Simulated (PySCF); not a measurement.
# CClLiOS: the cost of one run

Programs: PySCF 2.14.0. All values are calculated, for the isolated system unless a continuum is named. Atoms count from 0, parts from 1.

## 1. The system as given

5 atoms, charge 0, multiplicity 1; geometry: GFN2-xTB. Parts: 1 = atoms 0–1, `[Li][Cl]`, charge 0; 2 = atoms 2–4, `O=C=S`, charge 0.

## 2. Geometry optimisation at PBE0-D3(BJ)/def2-SVPD

The job: settings as JSON, then the geometry in Å.

```
{"job": {"xc": "PBE0", "basis": "def2-SVPD", "d3": "d3bj", "grid": 2, "kind": "geom", "shake": 0.01}, "charge": 0, "multiplicity": 1, "parts": [{"atoms": "0-1", "charge": 0, "multiplicity": 1}, {"atoms": "2-4", "charge": 0, "multiplicity": 1}]}
Li    -0.378817     0.736961     0.480876
Cl     0.761734    -0.750983    -0.073383
O     -1.505732     2.199802     0.967280
C     -2.117376     3.112488     1.269707
S     -3.025528     4.298395     1.653086
```

Command:

```sh
> OMP_NUM_THREADS=1 python cluster_run.py task.json out
```

One launch serves the whole session: the jobs run in the order shown.

**Question.** How long does this first job take on 1 thread of Intel Xeon Platinum 8488C, shared host, and how much memory does it need?

About 19 s, with a peak of 0.48 GiB.
